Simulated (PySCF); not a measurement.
**I, I⁺: ionisation energy in x2c-SVPall**

Wanted: the ionisation energy of iodine, up a ladder of methods.

Method: unrestricted determinants in a Gaussian basis, no spin-orbit coupling in the energies. Code: PySCF 2.14.0.

## 1. The atom as given

- Element: iodine (Z = 53)
- Basis: x2c-SVPall (6s5p3d, 36 functions)
- Hamiltonian: scalar relativity by spin-free X2C-1e
- State 1: I: [Kr] 4d10 5s2 5p5, 2P determinant
- State 2: I⁺: [Kr] 4d10 5s2 5p4, high-spin 3P determinant
- Methods: UHF, r2SCAN, B3LYP, MP2, CCSD(T)
- Core shells frozen in the correlated runs: valence: [Kr] 4d10 (for I)

Outer shells as boxes (Hund's rule):

I [Kr] 4d10 5s2 5p5
```
[Kr] core
4d [↑↓][↑↓][↑↓][↑↓][↑↓]
5s [↑↓]
5p [↑↓][↑↓][↑ ]
```

I+ [Kr] 4d10 5s2 5p4
```
[Kr] core
4d [↑↓][↑↓][↑↓][↑↓][↑↓]
5s [↑↓]
5p [↑↓][↑ ][↑ ]
```

One driver process ran all states and methods and kept the integrals in memory. Each run is shown as a PySCF script that sums up its settings (the driver passes frozen orbitals as a list and adds second-order terms of double hybrids); the logs are those of the runs themselves. The driver starts from symmetry-adapted Hartree-Fock orbitals, holds the occupation by maximum overlap and uses a logarithmic radial grid for functionals, so a plain start would take other cycles.

It was started by

```
> OMP_NUM_THREADS=1 python atomrun2.py TASK.json OUT
```

The integrals over 36 functions and the set-up took 0.65 s of CPU time.

## 2. I, method by method

UHF:

Input file input.py:

```python
from pyscf import gto, scf, dft, mp, cc
import basis_set_exchange as bse
mol = gto.M(atom="I 0 0 0", charge=0, spin=1, symmetry="D2h",
            basis=gto.basis.parse(bse.get_basis("x2c-SVPall", elements=["I"], fmt="nwchem", header=False)),
            nucmod="G")
mf = scf.UHF(mol).sfx2c1e()
mf.irrep_nelec = {'Ag': (9, 9), 'B1g': (2, 2), 'B2g': (2, 2), 'B3g': (2, 2), 'B1u': (4, 4), 'B2u': (4, 4), 'B3u': (4, 3)}
mf.kernel()
```

Output:

```text
damping factor = 0
level_shift factor = 0
DIIS = <class 'pyscf.scf.diis.CDIIS'>
diis_start_cycle = 1
diis_space = 10
diis_damp = 0
SCF conv_tol = 1e-09
SCF conv_tol_grad = None
number electrons alpha = 27  beta = 26
cycle= 1 E= -7111.8941114323  delta_E= -0.0026  |g|= 0.016  |ddm|= 0.0797
cycle= 2 E= -7111.89435019293  delta_E= -0.000239  |g|= 0.00493  |ddm|= 0.0241
cycle= 3 E= -7111.89437559901  delta_E= -2.54e-05  |g|= 0.000237  |ddm|= 0.0109
cycle= 4 E= -7111.89437567499  delta_E= -7.6e-08  |g|= 5.08e-05  |ddm|= 0.000918
cycle= 5 E= -7111.89437567847  delta_E= -3.48e-09  |g|= 1.54e-05  |ddm|= 0.000219
cycle= 6 E= -7111.89437567881  delta_E= -3.44e-10  |g|= 2.82e-06  |ddm|= 8.64e-05
converged SCF energy = -7111.89437567881  <S^2> = 0.75595772  2S+1 = 2.0059489
```

Time after the integrals: 0.17 s (1 thread of Neoverse-N1, shared host).

Orbital energies by shell (radii are means over both spins):

```csv
shell,electrons,mean orbital energy (eV),spread (eV),rms radius (bohr)
1s α,1,-33330.7,0,0.0312
1s β,1,-33330.6,0,0.0312
2s α,1,-5249.7,0,0.127
2s β,1,-5249.7,0,0.127
2p α,3,-4709.9,0.092,0.113
2p β,3,-4709.8,0.038,0.113
3s α,1,-1103.3,0,0.334
3s β,1,-1103.2,0,0.334
3p α,3,-923.46,0.256,0.334
3p β,3,-923.36,0.026,0.334
3d α,5,-652.57,0.220,0.313
3d β,5,-652.52,0.144,0.313
4s α,1,-211.61,0,0.788
4s β,1,-211.40,0,0.788
4p α,3,-152.52,0.662,0.845
4p β,3,-152.29,0.117,0.845
4d α,5,-62.978,0.738,0.998
4d β,5,-62.801,0.452,0.998
5s α,1,-24.963,0,2.14
5s β,1,-22.533,0,2.14
5p α,3,-11.254,1.549,2.62
5p β,2,-10.209,0,2.62
```

⟨S²⟩ = 0.756, ⟨L²⟩ = 2.02.

r2SCAN:

Changes to input.py:

```diff
@@ -5,3 +5,3 @@
             nucmod="G")
-mf = scf.UHF(mol).sfx2c1e()
+mf = dft.UKS(mol, xc="R2SCAN").sfx2c1e()
 mf.irrep_nelec = {'Ag': (9, 9), 'B1g': (2, 2), 'B2g': (2, 2), 'B3g': (2, 2), 'B1u': (4, 4), 'B2u': (4, 4), 'B3u': (4, 3)}
```

Output:

```text
damping factor = 0
level_shift factor = 0
DIIS = <class 'pyscf.scf.diis.CDIIS'>
diis_start_cycle = 1
diis_space = 10
diis_damp = 0
SCF conv_tol = 1e-09
SCF conv_tol_grad = None
number electrons alpha = 27  beta = 26
XC functionals = R2SCAN
    J. W. Furness, A. D. Kaplan, J. Ning, J. P. Perdew, and J. Sun.,  J. Phys. Chem. Lett. 11, 8208-8215 (2020)
    J. W. Furness, A. D. Kaplan, J. Ning, J. P. Perdew, and J. Sun.,  J. Phys. Chem. Lett. 11, 9248-9248 (2020)
    J. W. Furness, A. D. Kaplan, J. Ning, J. P. Perdew, and J. Sun.,  J. Phys. Chem. Lett. 11, 8208-8215 (2020)
    J. W. Furness, A. D. Kaplan, J. Ning, J. P. Perdew, and J. Sun.,  J. Phys. Chem. Lett. 11, 9248-9248 (2020)
cycle= 1 E= -7114.80138546932  delta_E= -0.00387  |g|= 0.0103  |ddm|= 0.252
cycle= 2 E= -7114.80144533583  delta_E= -5.99e-05  |g|= 0.00654  |ddm|= 0.0468
cycle= 3 E= -7114.80146785226  delta_E= -2.25e-05  |g|= 0.000347  |ddm|= 0.0165
cycle= 4 E= -7114.80146790374  delta_E= -5.15e-08  |g|= 4.26e-05  |ddm|= 0.0006
cycle= 5 E= -7114.80146790614  delta_E= -2.4e-09  |g|= 4.88e-06  |ddm|= 0.000197
cycle= 6 E= -7114.80146790618  delta_E= -3.46e-11  |g|= 2.15e-07  |ddm|= 2.91e-05
converged SCF energy = -7114.80146790618  <S^2> = 0.75240488  2S+1 = 2.0024034
```

It took 1.3 s on 1 thread of Neoverse-N1, shared host, the integrals not counted.

B3LYP:

Changes to input.py:

```diff
@@ -5,3 +5,3 @@
             nucmod="G")
-mf = dft.UKS(mol, xc="R2SCAN").sfx2c1e()
+mf = dft.UKS(mol, xc="B3LYP").sfx2c1e()
 mf.irrep_nelec = {'Ag': (9, 9), 'B1g': (2, 2), 'B2g': (2, 2), 'B3g': (2, 2), 'B1u': (4, 4), 'B2u': (4, 4), 'B3u': (4, 3)}
```

Output:

```text
damping factor = 0
level_shift factor = 0
DIIS = <class 'pyscf.scf.diis.CDIIS'>
diis_start_cycle = 1
diis_space = 10
diis_damp = 0
SCF conv_tol = 1e-09
SCF conv_tol_grad = None
number electrons alpha = 27  beta = 26
XC functionals = B3LYP
    P. J. Stephens, F. J. Devlin, C. F. Chabalowski, and M. J. Frisch.,  J. Phys. Chem. 98, 11623 (1994)
cycle= 1 E= -7114.87093930952  delta_E= -0.00387  |g|= 0.0163  |ddm|= 0.318
cycle= 2 E= -7114.87106316048  delta_E= -0.000124  |g|= 0.0103  |ddm|= 0.0631
cycle= 3 E= -7114.87111713832  delta_E= -5.4e-05  |g|= 0.000263  |ddm|= 0.0243
cycle= 4 E= -7114.87111719966  delta_E= -6.13e-08  |g|= 3.8e-05  |ddm|= 0.00102
cycle= 5 E= -7114.87111720098  delta_E= -1.32e-09  |g|= 2.07e-06  |ddm|= 0.000112
cycle= 6 E= -7114.87111720099  delta_E= -8.19e-12  |g|= 1.41e-07  |ddm|= 1.12e-05
converged SCF energy = -7114.87111720099  <S^2> = 0.75123497  2S+1 = 2.0012346
```

Time after the integrals: 0.88 s (1 thread of Neoverse-N1, shared host).

MP2 (valence):

Changes to input.py:

```diff
@@ -5,4 +5,5 @@
             nucmod="G")
-mf = dft.UKS(mol, xc="B3LYP").sfx2c1e()
+mf = scf.UHF(mol).sfx2c1e()
 mf.irrep_nelec = {'Ag': (9, 9), 'B1g': (2, 2), 'B2g': (2, 2), 'B3g': (2, 2), 'B1u': (4, 4), 'B2u': (4, 4), 'B3u': (4, 3)}
 mf.kernel()
+mp.UMP2(mf, frozen=23).kernel()
```

This step left no log, only its results.

It took 0.02 s on 1 thread of Neoverse-N1, shared host, the integrals not counted.

With 7 electrons correlated, the MP2 correlation energy is -0.07521 hartree (-0.01946 same spin, -0.05575 opposite spin); the SCS form gives -0.07339. Largest pairs of shells: 5p-5p -0.0518, 5s-5p -0.0194, 5s-5s -0.0040.

CCSD(T) (valence):

Changes to input.py:

```diff
@@ -8,2 +8,3 @@
 mf.kernel()
-mp.UMP2(mf, frozen=23).kernel()
+mycc = cc.CCSD(mf, frozen=23).run()
+mycc.ccsd_t()
```

Output:

```text
CC2 = 0
CCSD nocc = (np.int64(4), np.int64(3)), nmo = (13, 13)
frozen orbitals [[0, 1, 2, 3, 4, 5, 6, 7, 8, 9, 10, 11, 12, 13, 14, 15, 16, 17, 18, 19, 20, 21, 22], [0, 1, 2, 3, 4, 5, 6, 7, 8, 9, 10, 11, 12, 13, 14, 15, 16, 17, 18, 19, 20, 21, 22]]
max_cycle = 100
direct = 0
conv_tol = 1e-08
conv_tol_normt = 1e-06
diis_space = 8
diis_start_cycle = 0
Init t2, MP2 energy = -0.0752104242723312
Init E_corr(UCCSD) = -0.0752104242790223
cycle = 1  E_corr(UCCSD) = -0.0849802386045327  dE = -0.00976981433  norm(t1,t2) = 0.0336412
cycle = 2  E_corr(UCCSD) = -0.0867926476384848  dE = -0.00181240903  norm(t1,t2) = 0.0101069
cycle = 3  E_corr(UCCSD) = -0.0875470603878166  dE = -0.000754412749  norm(t1,t2) = 0.00377913
cycle = 4  E_corr(UCCSD) = -0.0875344507185543  dE = 1.26096693e-05  norm(t1,t2) = 0.000328187
cycle = 5  E_corr(UCCSD) = -0.0875359451211345  dE = -1.49440258e-06  norm(t1,t2) = 6.79599e-05
cycle = 6  E_corr(UCCSD) = -0.0875357132749844  dE = 2.3184615e-07  norm(t1,t2) = 9.27248e-06
cycle = 7  E_corr(UCCSD) = -0.087535772152604  dE = -5.88776196e-08  norm(t1,t2) = 1.76943e-06
cycle = 8  E_corr(UCCSD) = -0.0875357581119338  dE = 1.40406702e-08  norm(t1,t2) = 3.12826e-07
cycle = 9  E_corr(UCCSD) = -0.0875357596182798  dE = -1.50634603e-09  norm(t1,t2) = 5.67298e-08
UCCSD converged
E(UCCSD) = -7111.981911438429  E_corr = -0.08753575961827983
UCCSD(T) correction = -0.000751185080959463
```

It took 0.17 s on 1 thread of Neoverse-N1, shared host, the integrals not counted.

CCSD correlation -0.08754 hartree, triples -0.00075; total -7111.982663. T1 = 0.006, largest double amplitude 0.052.

Radial density 4πr²ρ of I at UHF, without picture-change correction:

```csv
r (bohr),density,spin density
0.000540,1.10,0.000
0.000909,2.46,0.000
0.00153,5.50,0.000
0.00257,11.9,0.000
0.00433,23.9,0.000
0.00728,42.9,0.000
0.0122,63.3,0.001
0.0206,69.0,0.004
0.0346,59.4,0.012
0.0582,75.0,0.021
0.0980,85.6,0.003
0.165,62.8,0.014
0.277,71.1,0.028
0.466,25.2,0.043
0.784,26.8,0.039
1.32,7.87,0.197
2.22,3.71,0.513
3.73,0.755,0.124
6.28,0.00705,0.001
```

## 3. I⁺, method by method

UHF:

Input file input.py:

```python
from pyscf import gto, scf, dft, mp, cc
import basis_set_exchange as bse
mol = gto.M(atom="I 0 0 0", charge=1, spin=2, symmetry="D2h",
            basis=gto.basis.parse(bse.get_basis("x2c-SVPall", elements=["I"], fmt="nwchem", header=False)),
            nucmod="G")
mf = scf.UHF(mol).sfx2c1e()
mf.irrep_nelec = {'Ag': (9, 9), 'B1g': (2, 2), 'B2g': (2, 2), 'B3g': (2, 2), 'B1u': (4, 3), 'B2u': (4, 4), 'B3u': (4, 3)}
mf.kernel()
```

Output:

```text
damping factor = 0
level_shift factor = 0
DIIS = <class 'pyscf.scf.diis.CDIIS'>
diis_start_cycle = 1
diis_space = 10
diis_damp = 0
SCF conv_tol = 1e-09
SCF conv_tol_grad = None
number electrons alpha = 27  beta = 25
cycle= 1 E= -7111.54238813051  delta_E= -0.00267  |g|= 0.0163  |ddm|= 0.0849
cycle= 2 E= -7111.54263395003  delta_E= -0.000246  |g|= 0.00502  |ddm|= 0.0258
cycle= 3 E= -7111.54266012808  delta_E= -2.62e-05  |g|= 0.000226  |ddm|= 0.0117
cycle= 4 E= -7111.5426601972  delta_E= -6.91e-08  |g|= 3.78e-05  |ddm|= 0.000906
cycle= 5 E= -7111.54266019912  delta_E= -1.93e-09  |g|= 7.41e-06  |ddm|= 0.000184
cycle= 6 E= -7111.54266019918  delta_E= -5.73e-11  |g|= 1.53e-06  |ddm|= 3.96e-05
converged SCF energy = -7111.54266019918  <S^2> = 2.0064823  2S+1 = 3.0043184
```

It took 0.16 s on 1 thread of Neoverse-N1, shared host, the integrals not counted.

Orbital energies by shell (radii are means over both spins):

```csv
shell,electrons,mean orbital energy (eV),spread (eV),rms radius (bohr)
1s α,1,-33340.6,0,0.0312
1s β,1,-33340.5,0,0.0312
2s α,1,-5259.6,0,0.127
2s β,1,-5259.5,0,0.127
2p α,3,-4719.8,0.105,0.113
2p β,3,-4719.7,0.043,0.113
3s α,1,-1113.2,0,0.334
3s β,1,-1113.0,0,0.334
3p α,3,-933.38,0.286,0.334
3p β,3,-933.15,0.029,0.334
3d α,5,-662.46,0.246,0.313
3d β,5,-662.36,0.160,0.313
4s α,1,-221.59,0,0.788
4s β,1,-221.14,0,0.788
4p α,3,-162.49,0.725,0.845
4p β,3,-161.98,0.120,0.845
4d α,5,-72.920,0.797,0.997
4d β,5,-72.522,0.484,0.997
5s α,1,-34.927,0,2.08
5s β,1,-29.836,0,2.08
5p α,3,-20.519,1.613,2.51
5p β,1,-18.329,0,2.51
```

⟨S²⟩ = 2.006, ⟨L²⟩ = 2.02.

r2SCAN:

Changes to input.py:

```diff
@@ -5,3 +5,3 @@
             nucmod="G")
-mf = scf.UHF(mol).sfx2c1e()
+mf = dft.UKS(mol, xc="R2SCAN").sfx2c1e()
 mf.irrep_nelec = {'Ag': (9, 9), 'B1g': (2, 2), 'B2g': (2, 2), 'B3g': (2, 2), 'B1u': (4, 3), 'B2u': (4, 4), 'B3u': (4, 3)}
```

Output:

```text
damping factor = 0
level_shift factor = 0
DIIS = <class 'pyscf.scf.diis.CDIIS'>
diis_start_cycle = 1
diis_space = 10
diis_damp = 0
SCF conv_tol = 1e-09
SCF conv_tol_grad = None
number electrons alpha = 27  beta = 25
XC functionals = R2SCAN
    J. W. Furness, A. D. Kaplan, J. Ning, J. P. Perdew, and J. Sun.,  J. Phys. Chem. Lett. 11, 8208-8215 (2020)
    J. W. Furness, A. D. Kaplan, J. Ning, J. P. Perdew, and J. Sun.,  J. Phys. Chem. Lett. 11, 9248-9248 (2020)
    J. W. Furness, A. D. Kaplan, J. Ning, J. P. Perdew, and J. Sun.,  J. Phys. Chem. Lett. 11, 8208-8215 (2020)
    J. W. Furness, A. D. Kaplan, J. Ning, J. P. Perdew, and J. Sun.,  J. Phys. Chem. Lett. 11, 9248-9248 (2020)
cycle= 1 E= -7114.41282712447  delta_E= -0.00409  |g|= 0.00693  |ddm|= 0.244
cycle= 2 E= -7114.4128599731  delta_E= -3.28e-05  |g|= 0.00291  |ddm|= 0.028
cycle= 3 E= -7114.41286405038  delta_E= -4.08e-06  |g|= 0.000436  |ddm|= 0.00828
cycle= 4 E= -7114.41286412555  delta_E= -7.52e-08  |g|= 3.15e-05  |ddm|= 0.000774
cycle= 5 E= -7114.41286412683  delta_E= -1.28e-09  |g|= 2.69e-06  |ddm|= 0.000152
cycle= 6 E= -7114.41286412684  delta_E= -9.09e-12  |g|= 6.25e-08  |ddm|= 1.55e-05
converged SCF energy = -7114.41286412684  <S^2> = 2.0029354  2S+1 = 3.0019563
```

It took 1.3 s on 1 thread of Neoverse-N1, shared host, the integrals not counted.

B3LYP:

Changes to input.py:

```diff
@@ -5,3 +5,3 @@
             nucmod="G")
-mf = dft.UKS(mol, xc="R2SCAN").sfx2c1e()
+mf = dft.UKS(mol, xc="B3LYP").sfx2c1e()
 mf.irrep_nelec = {'Ag': (9, 9), 'B1g': (2, 2), 'B2g': (2, 2), 'B3g': (2, 2), 'B1u': (4, 3), 'B2u': (4, 4), 'B3u': (4, 3)}
```

Output:

```text
damping factor = 0
level_shift factor = 0
DIIS = <class 'pyscf.scf.diis.CDIIS'>
diis_start_cycle = 1
diis_space = 10
diis_damp = 0
SCF conv_tol = 1e-09
SCF conv_tol_grad = None
number electrons alpha = 27  beta = 25
XC functionals = B3LYP
    P. J. Stephens, F. J. Devlin, C. F. Chabalowski, and M. J. Frisch.,  J. Phys. Chem. 98, 11623 (1994)
cycle= 1 E= -7114.48141890609  delta_E= -0.00368  |g|= 0.0102  |ddm|= 0.284
cycle= 2 E= -7114.48147800002  delta_E= -5.91e-05  |g|= 0.00498  |ddm|= 0.0375
cycle= 3 E= -7114.48148956573  delta_E= -1.16e-05  |g|= 0.000151  |ddm|= 0.0121
cycle= 4 E= -7114.48148958494  delta_E= -1.92e-08  |g|= 2.37e-05  |ddm|= 0.000488
cycle= 5 E= -7114.48148958543  delta_E= -4.86e-10  |g|= 1.01e-06  |ddm|= 7.07e-05
converged SCF energy = -7114.48148958543  <S^2> = 2.0013087  2S+1 = 3.0008723
```

It took 0.75 s on 1 thread of Neoverse-N1, shared host, the integrals not counted.

MP2 (valence):

Changes to input.py:

```diff
@@ -5,4 +5,5 @@
             nucmod="G")
-mf = dft.UKS(mol, xc="B3LYP").sfx2c1e()
+mf = scf.UHF(mol).sfx2c1e()
 mf.irrep_nelec = {'Ag': (9, 9), 'B1g': (2, 2), 'B2g': (2, 2), 'B3g': (2, 2), 'B1u': (4, 3), 'B2u': (4, 4), 'B3u': (4, 3)}
 mf.kernel()
+mp.UMP2(mf, frozen=23).kernel()
```

No log was kept for this step.

It took 0.02 s on 1 thread of Neoverse-N1, shared host, the integrals not counted.

With 6 electrons correlated, the MP2 correlation energy is -0.05707 hartree (-0.01439 same spin, -0.04268 opposite spin); the SCS form gives -0.05602. Largest pairs of shells: 5p-5p -0.0285, 5s-5p -0.0245, 5s-5s -0.0041.

CCSD(T) (valence):

Changes to input.py:

```diff
@@ -8,2 +8,3 @@
 mf.kernel()
-mp.UMP2(mf, frozen=23).kernel()
+mycc = cc.CCSD(mf, frozen=23).run()
+mycc.ccsd_t()
```

Output:

```text
CC2 = 0
CCSD nocc = (np.int64(4), np.int64(2)), nmo = (13, 13)
frozen orbitals [[0, 1, 2, 3, 4, 5, 6, 7, 8, 9, 10, 11, 12, 13, 14, 15, 16, 17, 18, 19, 20, 21, 22], [0, 1, 2, 3, 4, 5, 6, 7, 8, 9, 10, 11, 12, 13, 14, 15, 16, 17, 18, 19, 20, 21, 22]]
max_cycle = 100
direct = 0
conv_tol = 1e-08
conv_tol_normt = 1e-06
diis_space = 8
diis_start_cycle = 0
Init t2, MP2 energy = -0.0570725587612441
Init E_corr(UCCSD) = -0.0570725587631214
cycle = 1  E_corr(UCCSD) = -0.0670856020330473  dE = -0.0100130433  norm(t1,t2) = 0.0362793
cycle = 2  E_corr(UCCSD) = -0.0692417313492378  dE = -0.00215612932  norm(t1,t2) = 0.0111019
cycle = 3  E_corr(UCCSD) = -0.0701452820735634  dE = -0.000903550724  norm(t1,t2) = 0.00408916
cycle = 4  E_corr(UCCSD) = -0.0701319446200195  dE = 1.33374535e-05  norm(t1,t2) = 0.000438438
cycle = 5  E_corr(UCCSD) = -0.0701351533734045  dE = -3.20875339e-06  norm(t1,t2) = 7.26171e-05
cycle = 6  E_corr(UCCSD) = -0.0701347356981848  dE = 4.1767522e-07  norm(t1,t2) = 1.17829e-05
cycle = 7  E_corr(UCCSD) = -0.0701348616762767  dE = -1.25978092e-07  norm(t1,t2) = 2.07602e-06
cycle = 8  E_corr(UCCSD) = -0.0701348204312209  dE = 4.12450558e-08  norm(t1,t2) = 3.56499e-07
cycle = 9  E_corr(UCCSD) = -0.070134825452023  dE = -5.02080209e-09  norm(t1,t2) = 6.18215e-08
UCCSD converged
E(UCCSD) = -7111.612795024633  E_corr = -0.070134825452023
UCCSD(T) correction = -0.000675405154285843
```

It took 0.16 s on 1 thread of Neoverse-N1, shared host, the integrals not counted.

CCSD correlation -0.07013 hartree, triples -0.00068; total -7111.613470. T1 = 0.007, largest double amplitude 0.056.

Radial density 4πr²ρ of I⁺ at UHF, without picture-change correction:

```csv
r (bohr),density,spin density
0.000540,1.10,0.000
0.000909,2.46,0.000
0.00153,5.50,0.000
0.00257,11.9,0.000
0.00433,23.9,0.000
0.00728,42.9,0.000
0.0122,63.3,0.002
0.0206,69.0,0.008
0.0346,59.4,0.027
0.0582,75.0,0.047
0.0980,85.6,0.008
0.165,62.8,0.033
0.277,71.1,0.065
0.466,25.2,0.098
0.784,26.8,0.089
1.32,7.86,0.451
2.22,3.29,1.059
3.73,0.500,0.205
6.28,0.00433,0.002
```

## 4. Orbital energies side by side

Highest occupied Hartree-Fock shell of each state: I 5p β at -10.209 eV; I⁺ 5p β at -18.329 eV.

## 5. Differences of total energies

Ionisation energy: I [Kr] 4d10 5s2 5p5 (2P) → I⁺ [Kr] 4d10 5s2 5p4 (3P).

```csv
method,value (eV),error (eV),"CPU time, both states (s)"
UHF,9.571,-0.948,0.33
r2SCAN,10.574,+0.056,2.7
B3LYP,10.602,+0.084,1.6
MP2 (valence),10.064,-0.455,0.37
SCS-MP2 (valence),10.043,-0.475,0.37
CCSD (valence),10.044,-0.475,
CCSD(T) (valence),10.046,-0.473,0.66
```

Reference: 10.519 eV (measured; NIST levels, between the centres of gravity of the two terms). Errors of the correlated levels include the incompleteness of this basis.

Times are CPU seconds on a shared host without the integrals; correlated rows include their Hartree-Fock run, whose time holds the symmetry-adapted start and any spin-orbit constants, while functionals begin from orbitals already made.

## 6. Outcome

| quantity | value |
| --- | --- |
| ionisation energy, I | UHF 9.571, CCSD(T) (valence) 10.046 eV; reference 10.519 |

Accuracy against cost (mean over 1 difference):

```csv
method,mean absolute miss against the measured value (with the measured fine structure taken into account where it is known) (eV),"CPU time, both states (s)"
UHF,0.948,0.33
r2SCAN,0.056,2.7
B3LYP,0.084,1.6
MP2 (valence),0.455,0.37
SCS-MP2 (valence),0.475,0.37
CCSD (valence),0.475,
CCSD(T) (valence),0.473,0.66
```

What this shows: Against experiment r2SCAN comes closest (off by 0.06 eV) and UHF is farthest (0.95 eV). Hartree-Fock falls short because the species with more electrons holds more correlation energy, which it lacks. All values hold for this basis alone; no basis-set limit was taken. The dearest level timed, r2SCAN, costs 8 times the cheapest, UHF, and differs from the measured value (with the measured fine structure taken into account where it is known) by 0.06 against 0.95 eV.
